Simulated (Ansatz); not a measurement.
# Alloy of InAs and AlAs (20 of 32 In sites exchanged), 64 atoms

How does this alloy cell relax, and what gap do PBEsol and HSE06 give?

Program: Ansatz 0.2.0, PAW, plane waves. These are calculated values, not measurements.

## 1. Starting point

64 atoms (20 Al, 12 In, 32 As); a = 11.662 Å, b = 11.662 Å, c = 11.662 Å, α = 90.00°, β = 90.00°, γ = 90.00°. All atoms were shaken off their sites by about 0.02 Å along each axis.

Steps to follow: (2) PBEsol cell relaxation at the single k point (¼, ¼, ¼), on 1 × NVIDIA H100 80GB HBM3 with 4 threads of AMD EPYC 7R13; (3) HSE06 single point at the single k point (¼, ¼, ¼), on 1 × NVIDIA H100 80GB HBM3 with 4 threads of AMD EPYC 7R13.

## 2. Relaxing cell and atoms with PBEsol

in.yaml reads:

```yaml
crystal:
  lattice:
    - [11.662259, 0.000000, 0.000000]
    - [0.000000, 11.662259, 0.000000]
    - [0.000000, 0.000000, 11.662259]
  atoms:
    - { symbol: Al, position: [0.000390, 0.998088, 0.996459] }
    - { symbol: Al, position: [0.998190, 0.500027, 0.997950] }
    - { symbol: Al, position: [0.999176, 0.501093, 0.497771] }
    - { symbol: Al, position: [0.502012, 0.500647, 0.996851] }
    - { symbol: Al, position: [0.497487, 0.499852, 0.500180] }
    - { symbol: Al, position: [0.749372, 0.249305, 0.498652] }
    - { symbol: Al, position: [0.748180, 0.750481, 0.500361] }
    - { symbol: Al, position: [0.249921, 0.998839, 0.253078] }
    - { symbol: Al, position: [0.250420, 0.000253, 0.752229] }
    - { symbol: Al, position: [0.248608, 0.502750, 0.750675] }
    - { symbol: Al, position: [0.749776, 0.998251, 0.247635] }
    - { symbol: Al, position: [0.746997, 0.003233, 0.748436] }
    - { symbol: Al, position: [0.001162, 0.249616, 0.247355] }
    - { symbol: Al, position: [0.000012, 0.250147, 0.751166] }
    - { symbol: Al, position: [0.999691, 0.749253, 0.251497] }
    - { symbol: Al, position: [0.002000, 0.750809, 0.748769] }
    - { symbol: Al, position: [0.498458, 0.248309, 0.249120] }
    - { symbol: Al, position: [0.502329, 0.249443, 0.749472] }
    - { symbol: Al, position: [0.499867, 0.753071, 0.248924] }
    - { symbol: Al, position: [0.498518, 0.753399, 0.751280] }
    - { symbol: In, position: [0.000284, 0.000104, 0.500715] }
    - { symbol: In, position: [0.503150, 0.000641, 0.000786] }
    - { symbol: In, position: [0.500211, 0.999359, 0.503288] }
    - { symbol: In, position: [0.249874, 0.248116, 0.000593] }
    - { symbol: In, position: [0.247868, 0.247216, 0.499746] }
    - { symbol: In, position: [0.251615, 0.747211, 0.000466] }
    - { symbol: In, position: [0.249651, 0.749369, 0.500415] }
    - { symbol: In, position: [0.749997, 0.247973, 0.000677] }
    - { symbol: In, position: [0.750364, 0.751425, 0.001251] }
    - { symbol: In, position: [0.251400, 0.497376, 0.248053] }
    - { symbol: In, position: [0.749240, 0.500409, 0.250077] }
    - { symbol: In, position: [0.752020, 0.496933, 0.747463] }
    - { symbol: As, position: [0.124965, 0.127016, 0.123143] }
    - { symbol: As, position: [0.124449, 0.124762, 0.623557] }
    - { symbol: As, position: [0.122472, 0.624395, 0.125533] }
    - { symbol: As, position: [0.124859, 0.627125, 0.623633] }
    - { symbol: As, position: [0.624638, 0.122131, 0.126779] }
    - { symbol: As, position: [0.625832, 0.126263, 0.622800] }
    - { symbol: As, position: [0.626979, 0.627861, 0.124577] }
    - { symbol: As, position: [0.623454, 0.624814, 0.623022] }
    - { symbol: As, position: [0.374799, 0.372696, 0.125688] }
    - { symbol: As, position: [0.377633, 0.374647, 0.625495] }
    - { symbol: As, position: [0.377341, 0.879577, 0.124159] }
    - { symbol: As, position: [0.375218, 0.878713, 0.623034] }
    - { symbol: As, position: [0.875158, 0.373932, 0.125647] }
    - { symbol: As, position: [0.874624, 0.375647, 0.624213] }
    - { symbol: As, position: [0.874826, 0.875291, 0.126552] }
    - { symbol: As, position: [0.872896, 0.874976, 0.624725] }
    - { symbol: As, position: [0.374759, 0.124451, 0.373209] }
    - { symbol: As, position: [0.379713, 0.123663, 0.878026] }
    - { symbol: As, position: [0.376192, 0.624766, 0.373572] }
    - { symbol: As, position: [0.376731, 0.623885, 0.874267] }
    - { symbol: As, position: [0.876066, 0.124666, 0.372724] }
    - { symbol: As, position: [0.873959, 0.125492, 0.873924] }
    - { symbol: As, position: [0.874899, 0.624208, 0.375673] }
    - { symbol: As, position: [0.873103, 0.621873, 0.871275] }
    - { symbol: As, position: [0.124848, 0.370173, 0.375864] }
    - { symbol: As, position: [0.125304, 0.375550, 0.874329] }
    - { symbol: As, position: [0.123567, 0.876277, 0.373670] }
    - { symbol: As, position: [0.125706, 0.877368, 0.873456] }
    - { symbol: As, position: [0.626244, 0.376146, 0.374441] }
    - { symbol: As, position: [0.622415, 0.377832, 0.874262] }
    - { symbol: As, position: [0.625344, 0.871981, 0.373515] }
    - { symbol: As, position: [0.623893, 0.874673, 0.877777] }
  symmetry: { detect: false }
kpoints:
  mp_grid: { grid: [1, 1, 1], shift: [0.25, 0.25, 0.25] }
hamiltonian:
  xc: pbesol
scf:
  occupations: { method: fermi_dirac, width: 0.01 }
relax:
  f_tol: 0.03
  max_steps: 80
  escape_saddle: false
  adjacent_minimum: "off"
  cell: { fix: [shape] }
output:
  forces: true
  eigenvalues: true
  populations: true
```

Command:

```console
ansatz run in.yaml --threads 4 --pin off --max-ram 61750MiB --runs-dir r --events-out ev --progress --plain --backend cuda --devices 0, --max-vram 37GiB
```

The program printed:

```text
Pseudopotentials: kind: paw
Functional definition: PBEsol
  exchange = pbesol_x
  correlation = pbesol_c
Crystal: 64 atoms, lattice volume = 1586.164 Å³
Basis set: ecut = 420 eV, 31103 PW (Γ), exchange–correlation on 160×160×160 points (8 copies of the dense FFT grid, shifted against one another)
Bands: 418, of which v1, the nominal top of the filled ones, is band 348 counted from 1 (347 counted from 0)
Symmetry: 1 space group operations
k-points: 1
Non-local potential: Al, projectors of the file, l = 0: 2, l = 1: 2, l = 2: 1
Non-local potential: In, projectors of the file, l = 0: 2, l = 1: 2, l = 2: 2, l = 3: 2
Non-local potential: As, projectors of the file, l = 0: 2, l = 1: 2, l = 2: 3, l = 3: 1
PAW form: soft (Blöchl's): semilocal exchange-correlation on the pseudo side does not see the compensation charge
PAW frozen core: Al, regenerated for the run's functional, and the local potential with it (the file was generated under x = pbe(κ = 0.804, μ = 0.2195149727645171), c = pbe(β = 0.06672455060314922))
PAW frozen core: In, regenerated for the run's functional, and the local potential with it (the file was generated under x = pbe(κ = 0.804, μ = 0.2195149727645171), c = pbe(β = 0.06672455060314922))
PAW frozen core: As, regenerated for the run's functional, and the local potential with it (the file was generated under x = pbe(κ = 0.804, μ = 0.2195149727645171), c = pbe(β = 0.06672455060314922))
PAW one-centre angular grid: Al, 110 points (default); XC on 64 Gauss nodes
PAW one-centre angular grid: In, 590 points (default); XC on 64 Gauss nodes
PAW one-centre angular grid: As, 590 points (default); XC on 64 Gauss nodes
Initial density: superposition of atomic densities (neutral atoms: chi_scale 0, normalization atom), corrected by the library's trained network
Initial wavefunctions: pseudopotential atomic-orbital guess
Functional: x = pbesol(κ = 0.804, μ = 0.12345679012345678), c = pbesol(β = 0.046)
SCF iter   1: F=—  HF=-230831.271612 eV  |F-HF|=—  |Δ(HF+E_count)|=         —  Δρ=3.92e-3  dr2=3.74e-1  ethr=1.77e-3  ⟨swp⟩=6.0  Hψ=1620  notcnv=0  defer=14
preconditioner: auto → Resta (q_TF=auto, 2.378 Å⁻¹)  ε∞=3.6  [insulator: Δε(μ)=1.765 eV  Ē_g=11.267 eV  σ=0.010 eV  W_gap=1.00  n_scr=364 (ndim 8)  ℏωp=18.1 eV  f_vac=0.033  D(μ)=0.00/eV (n_scr^D=0)  ε∞_Penn≈3.6]
SCF iter   2: F=—  HF=-230831.170757 eV  |F-HF|=—  |Δ(HF+E_count)|=   1.01e-1  Δρ=1.96e-3  dr2=9.57e-2  ethr=5.38e-5  ⟨swp⟩=3.0  Hψ=673  notcnv=0  defer=65
SCF iter   3: F=—  HF=-230831.154269 eV  |F-HF|=—  |Δ(HF+E_count)|=   1.65e-2  Δρ=5.26e-4  dr2=7.98e-3  ethr=1.37e-5  ⟨swp⟩=2.0  Hψ=485  notcnv=0  defer=65
SCF iter   4: F=—  HF=-230831.155602 eV  |F-HF|=—  |Δ(HF+E_count)|=   1.33e-3  Δρ=1.98e-4  dr2=9.26e-4  ethr=1.15e-6  ⟨swp⟩=2.0  Hψ=706  notcnv=0  defer=65
SCF iter   5: F=—  HF=-230831.153385 eV  |F-HF|=—  |Δ(HF+E_count)|=   2.22e-3  Δρ=5.14e-5  dr2=5.68e-5  ethr=1.33e-7  ⟨swp⟩=2.0  Hψ=695  notcnv=0  defer=65
SCF iter   6: F=—  HF=-230831.155490 eV  |F-HF|=—  |Δ(HF+E_count)|=   2.11e-3  Δρ=1.58e-5  dr2=5.66e-6  ethr=8.16e-9  ⟨swp⟩=2.0  Hψ=695  notcnv=0  defer=65
SCF iter   7: F=—  HF=-230831.155495 eV  |F-HF|=—  |Δ(HF+E_count)|=   5.00e-6  Δρ=5.00e-6  dr2=1.18e-6  ethr=8.14e-10  ⟨swp⟩=2.0  Hψ=701  notcnv=0  defer=65
SCF iter   8: F=-230831.155495 eV  HF=-230831.155495 eV  |F-HF|=1.99e-8  |Δ(HF+E_count)|=   1.52e-7  Δρ=1.54e-6  dr2=4.98e-8  ethr=1.44e-11  ⟨swp⟩=11.0  Hψ=2451  notcnv=0
SCF 1 converged in 8 iterations: F = -230831.155495 eV  dr2 = 4.98e-8
relax step   1: F+E_penalty+E_count = -230831.15549463 eV  Δ(F+E_penalty+E_count) = +0.000e0 eV  max|allowed force component| = 1.957e0 eV/Å  Δτ_max = 0.0000 Å  P = +0.511 GPa  Ω = 1586.164 Å³  fix = [alpha, beta, gamma, b/a, c/a]  reactions: b/a -0.003, c/a -0.014 GPa; alpha +0.573, beta +0.760, gamma +0.383 GPa/rad  (8 SCF iters, dr2 threshold 1.00e-7 eV, accepted)
[... 14 lines left out ...]
relax step   2: F+E_penalty+E_count = -230834.28926566 eV  Δ(F+E_penalty+E_count) = -3.134e0 eV  max|allowed force component| = 1.922e-1 eV/Å  Δτ_max = 0.1949 Å  P = -0.731 GPa  Ω = 1595.321 Å³  energy of the carried Pulay correction = -1.626e-3 eV  fix = [alpha, beta, gamma, b/a, c/a]  reactions: b/a -0.007, c/a +0.005 GPa; alpha +0.518, beta +0.564, gamma +0.501 GPa/rad  (7 SCF iters, dr2 thresh [...]
[... 6 lines left out ...]
relax step   3: F+E_penalty+E_count = -230834.38114497 eV  Δ(F+E_penalty+E_count) = -9.188e-2 eV  max|allowed force component| = 3.465e-2 eV/Å  Δτ_max = 0.0378 Å  P = +0.148 GPa  Ω = 1573.904 Å³  energy of the carried Pulay correction = +2.192e-3 eV  fix = [alpha, beta, gamma, b/a, c/a]  reactions: b/a -0.014, c/a +0.007 GPa; alpha +0.536, beta +0.538, gamma +0.536 GPa/rad  (6 SCF iters, dr2 thres [...]
[... 11 lines left out ...]
relax step   4: F+E_penalty+E_count = -230834.38523836 eV  Δ(F+E_penalty+E_count) = -4.093e-3 eV  max|allowed force component| = 1.302e-2 eV/Å  Δτ_max = 0.0109 Å  P = +0.011 GPa  Ω = 1577.062 Å³  energy of the carried Pulay correction = +1.625e-3 eV  fix = [alpha, beta, gamma, b/a, c/a]  reactions: b/a -0.012, c/a +0.006 GPa; alpha +0.531, beta +0.530, gamma +0.531 GPa/rad  (6 SCF iters, dr2 thres [...]
[... 9 lines left out ...]
relax step   5: F+E_penalty+E_count = -230834.38332888 eV  Δ(F+E_penalty+E_count) = +1.909e-3 eV  max|allowed force component| = 1.301e-2 eV/Å  Δτ_max = 0.0000 Å  P = +0.009 GPa  Ω = 1577.062 Å³  fix = [alpha, beta, gamma, b/a, c/a]  reactions: b/a -0.012, c/a +0.006 GPa; alpha +0.531, beta +0.530, gamma +0.531 GPa/rad  stress off target by 9.45e-3 GPa on what of the cell is left free  SCF on the [...]
SCF converged after 5 iterations
Free energy (F): -230834.383329 eV
Harris-Foulkes:  -230834.383329 eV  (|F-HF|=8.73e-11)
Internal energy: -230834.383329 eV  (E = F + TS)
E sigma→0 (E₀):  -230834.383329 eV
Fermi energy:    7.550284 eV
--- Per-component energies (eV) ---
  E_band       = -9231.595148
  E_kinetic    = 6692.626969
  E_local      = -83365.328833  (includes V_loc(G=0)·N_el)
  E_nonlocal   = -16750.632987
  E_hartree    = 42422.918165
  E_xc         = -5860.862613
  E_vxc        = -4310.999308  (∫ρ·V_xc dr)
  E_paw        = -115498.271248  (= ΣΔE_a)
  E_vpaw       = 3656.900693  (= ΣTr[D̂ρ^β])
  E_aug_tail   = 0.000516  (compensation charges beyond the density's cutoff)
  E_ewald      = -58508.972626
  E_core_change = 34.139328  (= ΣΔE_core)
  E_smearing   = -0.000000  (= −TS)
  E_closure    = -0.000000  (closes the sum)
  Σ components = -230834.383329   (vs F -230834.383329, Δ=0.00e0)
--- Forces (eV/Å), atoms counted from 1 ---
  atom   1  Al     0.00262036     0.00543024    -0.00559996
  atom   2  Al     0.00441402    -0.00440560    -0.00036198
  atom   3  Al     0.00249540    -0.00977876    -0.00162297
  atom   4  Al     0.00108663    -0.00675528    -0.00704166
  atom   5  Al     0.00297164    -0.00793854    -0.00579408
  atom   6  Al     0.00068031     0.00654670     0.00513136
  atom   7  Al     0.00354139     0.00803684     0.00290802
  atom   8  Al    -0.00796140    -0.00815607     0.00218923
  atom   9  Al    -0.00378301    -0.00799069     0.00259657
  atom  10  Al    -0.00754180     0.00341653     0.00615661
  atom  11  Al    -0.00309729    -0.00359483    -0.00030670
  atom  12  Al    -0.00024379    -0.01301013     0.00212973
  atom  13  Al     0.00074454    -0.00680436    -0.00168434
  atom  14  Al    -0.00246303    -0.01079255     0.00252252
  atom  15  Al    -0.00010680    -0.00755610    -0.00101351
  atom  16  Al    -0.00061637    -0.01171164    -0.00010702
  atom  17  Al    -0.00397768    -0.00761945    -0.00516131
  atom  18  Al    -0.00152605    -0.01212544     0.00077872
  atom  19  Al    -0.00654835    -0.00749705    -0.00570782
  atom  20  Al    -0.00244040    -0.00832846     0.00203985
  atom  21  In     0.00645812     0.00658025    -0.00331958
  atom  22  In    -0.00209746     0.00453691    -0.00476064
  atom  23  In     0.00252397     0.00360961    -0.00940049
  atom  24  In     0.00076019     0.00758459     0.00062892
  atom  25  In     0.00357528     0.00547054     0.00074415
  atom  26  In     0.00103389     0.00839015    -0.00273188
  atom  27  In     0.00501363     0.00732463     0.00699312
  atom  28  In     0.00225184     0.00642234     0.00166531
  atom  29  In    -0.00333491     0.00523782     0.00179460
  atom  30  In    -0.00528335     0.00884048     0.00106652
  atom  31  In     0.00018061     0.00327699     0.00168029
  atom  32  In    -0.00228462     0.00685625     0.00530219
  atom  33  As    -0.00603697    -0.00040477     0.00307197
  atom  34  As    -0.00397407     0.00412315    -0.00314691
  atom  35  As    -0.00316184     0.00091902     0.00332528
  atom  36  As     0.00165054     0.00015982     0.00817254
  atom  37  As    -0.00073266     0.00343347    -0.00008748
  atom  38  As    -0.00109546     0.00078886     0.00184250
  atom  39  As     0.00263521     0.00314716     0.00322142
  atom  40  As    -0.00150456     0.00335508     0.00139106
  atom  41  As     0.00006549    -0.00123464     0.00062526
  atom  42  As     0.00563082     0.00096899     0.00282602
  atom  43  As     0.00370327    -0.00073838     0.00015367
  atom  44  As    -0.00526698    -0.00204694     0.00683016
  atom  45  As     0.00435935    -0.00036428    -0.00148534
  atom  46  As     0.00732885     0.00087679    -0.00356587
  atom  47  As     0.00496154     0.00170915     0.00634025
  atom  48  As    -0.00581405     0.00032457     0.00705031
  atom  49  As     0.00598579     0.00019403     0.00046202
  atom  50  As     0.00541093     0.00340917     0.00030906
  atom  51  As    -0.00123503     0.00297470    -0.00031028
  atom  52  As    -0.00002910     0.00252059    -0.00592145
  atom  53  As     0.00305674    -0.00043778    -0.00095050
  atom  54  As     0.00786322     0.00123925     0.00023507
  atom  55  As     0.00214076    -0.00220558    -0.00424445
  atom  56  As    -0.00154037     0.00389313    -0.00344785
  atom  57  As    -0.00393081     0.00235230    -0.00188352
  atom  58  As    -0.00184103    -0.00023322    -0.00153557
  atom  59  As     0.00312691     0.00503863    -0.00818348
  atom  60  As     0.00253627    -0.00150199    -0.00517175
  atom  61  As    -0.00609614    -0.00080772     0.00366594
  atom  62  As    -0.00574494     0.00406678     0.00428479
  atom  63  As    -0.00032404     0.00191660    -0.00265427
  atom  64  As     0.00082582    -0.00093529    -0.00293330
  max |Σ_I F_I| component: 3.41e-6 eV/Å
--- Stress (GPa, compression-positive) ---
        0.015571      -0.531218      -0.530401
       -0.531218      -0.002846      -0.531123
       -0.530401      -0.531123       0.015635
  P = ⅓ Tr σ = 0.0095 GPa (0.095 kbar)
--- Band table (eV) ---
  k-point 0: bands = [... 336 lower levels ..., "5.9127", "5.9185", "5.9573", "5.9609", "6.0106", "6.1098", "6.1195", "6.2772", "6.3146", "6.3360", "6.6343", "6.6449", "8.4527", "8.5363", "8.6049", "8.6231", "8.7644", "9.0276", "9.0689", "9.1120", "9.1192", "9.1466", "9.2638", "9.3393", ... 58 higher levels ...]
--- Relaxed structure (4 steps of the walk, 4 accepted, 1 SCFs on fresh bases) ---
  F+E_penalty+E_count = -230834.38332888 eV   max|allowed force component| = 1.301e-2 eV/Å   (the final SCF, on the basis selected at the relaxed cell)
  cell:  # Å, volume = 1577.0622 Å³
    - [11.639909719491195, -7.0130896709949e-112, -5.0010845749614994e-114]
    - [-7.0130896709949e-112, 11.639909719491195, -7.010175375534977e-112]
    - [-5.0010845749614994e-114, -7.010175375534977e-112, 11.639909719491195]
  atoms:
    - { symbol: Al, position: [-0.00018832141618499104, 1.0000371890406827, 0.9979846643456065] }
    - { symbol: Al, position: [1.0022451908994905, 0.49924148910423827, 0.9966714892127858] }
[... 62 atoms left out; the next input holds them all, rounded ...]
--- Löwdin populations: 64 sites ---
  site symbol       q [e]
     0     Al      2.6049
     1     Al      2.6112
     2     Al      2.6076
     3     Al      2.6093
     4     Al      2.6113
     5     Al      2.6132
     6     Al      2.6133
     7     Al      2.6094
     8     Al      2.6112
     9     Al      2.6050
    10     Al      2.6113
    11     Al      2.6076
    12     Al      2.6033
    13     Al      2.6034
    14     Al      2.6041
    15     Al      2.6034
    16     Al      2.6064
    17     Al      2.6040
    18     Al      2.6064
    19     Al      2.6033
    20     In     12.7227
    21     In     12.7219
    22     In     12.7157
    23     In     12.7275
    24     In     12.7308
    25     In     12.7276
    26     In     12.7294
    27     In     12.7294
    28     In     12.7308
    29     In     12.7218
    30     In     12.7157
    31     In     12.7226
    32     As     15.3138
    33     As     15.2900
    34     As     15.2930
    35     As     15.3148
    36     As     15.2903
    37     As     15.3120
    38     As     15.2883
    39     As     15.3170
    40     As     15.2903
    41     As     15.3136
    42     As     15.2903
    43     As     15.2892
    44     As     15.2892
    45     As     15.3167
    46     As     15.3135
    47     As     15.3167
    48     As     15.2884
    49     As     15.2930
    50     As     15.2905
    51     As     15.3137
    52     As     15.3169
    53     As     15.3148
    54     As     15.3120
    55     As     15.2900
    56     As     15.2910
    57     As     15.3169
    58     As     15.2887
    59     As     15.3170
    60     As     15.3165
    61     As     15.2887
    62     As     15.3166
    63     As     15.2910
  spilling = 0.002113 (of n_electrons = 696.000000)
```

Run time: 29 s. Hardware: 1 × NVIDIA H100 80GB HBM3 with 4 threads of AMD EPYC 7R13, shared host; peak host memory 1.5 GiB.

Recorded steps of the relaxation (solves on a freshly chosen basis count as rows, and their energies jump a little):

| accepted step | energy change (eV) | largest force component (eV/Å) | SCF cycles | pressure (GPa) |
| --- | --- | --- | --- | --- |
| 1 | 0.000 | 1.957 | 8 | 0.51 |
| 2 | -3.134 | 0.192 | 7 | -0.73 |
| 3 | -3.226 | 0.035 | 6 | 0.15 |
| 4 | -3.230 | 0.013 | 6 | 0.01 |
| 5 | -3.228 | 0.013 | 5 | 0.01 |

Largest shifts, less the median shift:

| atom | shift (Å) | dx | dy | dz |
| --- | --- | --- | --- | --- |
| As50 | 0.196 | -0.064 | 0.012 | -0.185 |
| As64 | 0.188 | 0.011 | -0.015 | -0.187 |
| As56 | 0.167 | 0.155 | 0.032 | 0.056 |
| As44 | 0.166 | -0.001 | -0.023 | 0.165 |
| As61 | 0.164 | -0.080 | -0.096 | 0.107 |
| As38 | 0.162 | 0.100 | 0.070 | 0.107 |
| As39 | 0.161 | -0.150 | -0.053 | -0.026 |
| As43 | 0.161 | -0.014 | -0.060 | 0.148 |

|  | before | after | change |
| --- | --- | --- | --- |
| a (Å) | 11.662 | 11.640 | -0.19 % |
| b (Å) | 11.662 | 11.640 | -0.19 % |
| c (Å) | 11.662 | 11.640 | -0.19 % |
| volume (Å³/atom) | 24.784 | 24.642 | -0.57 % |

Bonds in the relaxed cell, counted within a distance cut:

| pair | count | mean (Å) | spread (Å) | least | most |
| --- | --- | --- | --- | --- | --- |
| Al–As | 80 | 2.465 | 0.012 | 2.441 | 2.485 |
| As–In | 48 | 2.619 | 0.010 | 2.604 | 2.639 |

Spacing of the frontier levels at the single k point (¼, ¼, ¼): 1.81 eV (6.645 to 8.453 eV).

(Part 1 of 2 ends here.)
